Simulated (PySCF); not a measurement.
# From one method to the next for BeBr

Starting from one script, swap the method and compare what comes out for BeBr.

Computed with PySCF 2.14.0. Level: method and basis as typed in the scripts.

2 further runs of the same task are left out: 2 that didn't finish.

### Step 1. Starting geometry

BeBr: 2 atoms, charge 0, spin multiplicity 2.

Bond lengths: Be1–Br2 1.930 Å.

### Step 2. The run that the others are compared with

File input.py:

```python
from pyscf import gto, scf

mol = gto.M(
    atom='Be 0 0 0; Br 0 0 1.93',
    basis='ano-rcc-vdzp',
    charge=0,
    spin=1,
    symmetry=True,
    verbose=4,
)
mf = scf.UHF(mol)
mf = mf.sfx2c1e()
mf.kernel()
mf.analyze()
print('orbital energies (hartree):', [e[max(0, n-3):n+3].round(4) for e, n in zip(mf.mo_energy, mol.nelec)])
```

On the command line:

```bash
> OMP_NUM_THREADS=1 python input.py
```

### Step 3. CASSCF (ROHF)

Run 1 changes step after the SCF: analyze → casscf; SCF type: UHF → ROHF; active space: none → 7 electrons in 6 orbitals.

File input.py:

```python
from pyscf import gto, scf, mcscf

mol = gto.M(
    atom='Be 0 0 0; Br 0 0 1.93',
    basis='ano-rcc-vdzp',
    charge=0,
    spin=1,
    symmetry=True,
    verbose=4,
)
mf = scf.ROHF(mol)
mf = mf.sfx2c1e()
mf.kernel()
mc = mcscf.CASSCF(mf, 6, 7)
mc.kernel()
mc.analyze()
mf.dip_moment()
print('orbital energies (hartree):', mf.mo_energy[..., max(0, mol.nelec[1]-3):mol.nelec[0]+3].round(4))
```

### Step 4. Polarisability

Run 2 changes step after the SCF: analyze → polarizability.

input.py: that of step 2 with these lines changed.

```diff
@@ -1,2 +1,3 @@
 from pyscf import gto, scf
+from pyscf.prop.polarizability import uhf as pol
 
@@ -13,3 +14,5 @@
 mf.kernel()
-mf.analyze()
+print('polarizability (a.u.)')
+print(pol.Polarizability(mf).polarizability().round(4))
+mf.dip_moment()
 print('orbital energies (hartree):', [e[max(0, n-3):n+3].round(4) for e, n in zip(mf.mo_energy, mol.nelec)])
```

### Step 5. Camb3lyp (UKS)

Run 3 changes functional: none (Hartree–Fock) → camb3lyp; SCF type: UHF → UKS.

input.py: that of step 2 with these lines changed.

```diff
@@ -1,2 +1,2 @@
-from pyscf import gto, scf
+from pyscf import gto, dft
 
@@ -10,3 +10,3 @@
 )
-mf = scf.UHF(mol)
+mf = dft.UKS(mol, xc='camb3lyp')
 mf = mf.sfx2c1e()
```

### Step 6. Scan (UKS)

Run 4 changes functional: none (Hartree–Fock) → scan; SCF type: UHF → UKS.

input.py: that of step 2 with these lines changed.

```diff
@@ -1,2 +1,2 @@
-from pyscf import gto, scf
+from pyscf import gto, dft
 
@@ -10,3 +10,3 @@
 )
-mf = scf.UHF(mol)
+mf = dft.UKS(mol, xc='scan')
 mf = mf.sfx2c1e()
```

### Step 7. SCF alone

Run 5 changes step after the SCF: analyze → none.

input.py: that of step 2 with these lines changed.

```diff
@@ -13,3 +13,3 @@
 mf.kernel()
-mf.analyze()
+mf.dip_moment()
 print('orbital energies (hartree):', [e[max(0, n-3):n+3].round(4) for e, n in zip(mf.mo_energy, mol.nelec)])
```

### Step 8. Slater, (UKS)

Run 6 changes functional: none (Hartree–Fock) → slater,; SCF type: UHF → UKS.

input.py: that of step 2 with these lines changed.

```diff
@@ -1,2 +1,2 @@
-from pyscf import gto, scf
+from pyscf import gto, dft
 
@@ -10,3 +10,3 @@
 )
-mf = scf.UHF(mol)
+mf = dft.UKS(mol, xc='slater,')
 mf = mf.sfx2c1e()
```

Before running it: what results should come out? Wanted: for each run, E(SCF); from base; gap, α spin; SCF dipole; after the SCF.

As calculated:

| run | E(SCF) (hartree) | from base (eV) | cycles | gap, α spin (eV) | SCF dipole (D) | after the SCF |
| --- | --- | --- | --- | --- | --- | --- |
| base | -2619.118700 | 0 | 11 | 11.11 | 0.78 | n/a |
| CASSCF (ROHF) | -2619.118382 | +0.0087 | 9 | n/a | 0.78 | CASSCF correlation -0.621 eV |
| polarisability | -2619.118700 | 0.0000 | 11 | 11.11 | 0.78 | n/a |
| camb3lyp (UKS) | -2621.167460 | not comparable | 10 | 7.63 | 0.54 | n/a |
| scan (UKS) | -2621.219894 | not comparable | 8 | 3.69 | 0.46 | n/a |
| SCF alone | -2619.118700 | 0.0000 | 11 | 11.11 | 0.78 | n/a |
| slater, (UKS) (poor choice) | -2613.680970 | not comparable | 9 | 3.13 | 0.20 | n/a |

What this shows: A lower total energy from another functional means nothing by itself. The dearest run is “camb3lyp (UKS)”, at 20 s against 3 s. Rows marked «poor choice» come from settings spoiled on purpose.
